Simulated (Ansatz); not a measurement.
# PtSe2: the cost of one run

Program: Ansatz 0.2.0. Level of theory: DFT, PBE, plane-wave PAW, default files, scalar-relativistic. These are calculated values, not measurements.

## (1) The starting structure

Symmetry: P-3m1, No. 164, trigonal system. The conventional cell has a = 3.728 Å, b = 3.728 Å, c = 5.031 Å, α = 90.00°, β = 90.00°, γ = 120.00°. Pt (site symmetry -3m) has 6 Se at 2.51 Å as nearest neighbours. Se (site symmetry 3m) has 3 Pt at 2.51 Å as nearest neighbours.

As a file:

```xyz
3
Lattice="3.7278 0.0000 0.0000 -1.8639 3.2284 0.0000 0.0000 0.0000 5.0313" Properties=species:S:1:pos:R:3 pbc="T T T"
Pt    0.0000    0.0000    0.0000
Se    0.0000    2.1522    1.2830
Se    1.8639    1.0761    3.7483
```

The earlier run gave: no gap over 0.1 eV on the mesh, largest force 0.317 eV/Å, pressure 6.0 GPa.

The printed gradients, by site:

| site | atoms | first shell | V_zz (10²¹ V/m²) | η | C_Q (MHz) |
| --- | --- | --- | --- | --- | --- |
| Pt | 1 | 6 Se at 2.51 Å | 8.70 | 0.00 | – |
| Se | 2, 3 | 3 Pt at 2.51 Å; also 6 Se at 3.27–3.35 Å | -4.34 | 0.00 | – |

V_zz is the principal component of the electric field gradient with the largest magnitude, η = (V_xx − V_yy)/V_zz and C_Q = eQV_zz/h. Q values from Pyykkö, Mol. Phys. 116, 1328 (2018). A dash under C_Q marks elements without a common quadrupolar isotope.

## (2) Z stretched by -3 %, ions relaxed

File input.yaml:

```yaml
crystal:
  lattice:
    - [3.7278, 0.0, 0.0]
    - [-1.8639, 3.2283695002, 0.0]
    - [0.0, 0.0, 4.880361]
  atoms:
    - { symbol: Pt, position: [0.0, 0.0, 0.0] }
    - { symbol: Se, position: [0.3333333333, 0.6666666667, 0.2602149854] }
    - { symbol: Se, position: [0.6666666667, 0.3333333333, 0.7397850146] }
kpoints:
  mp_grid: { grid: [14, 14, 9] }
scf:
  occupations: { method: fermi_dirac, width: 0.05 }
hamiltonian:
  xc: pbe
  pseudopotentials: { kind: paw }
output:
  forces: true
  stress: true
  populations: true
  efg: { contact_densities: true }
relax:
  f_tol: 0.02
  max_steps: 60
```

Run with:

```bash
$ ansatz run input.yaml --threads 1 --pin off --max-ram 3072MiB --backend cpu --events-out ev --progress --plain --runs-dir out
```

Q: Estimate wall time and peak memory on 1 thread of Intel Xeon Platinum 8488C (Sapphire Rapids), shared host.

About 31 s, with a peak of 0.66 GiB.
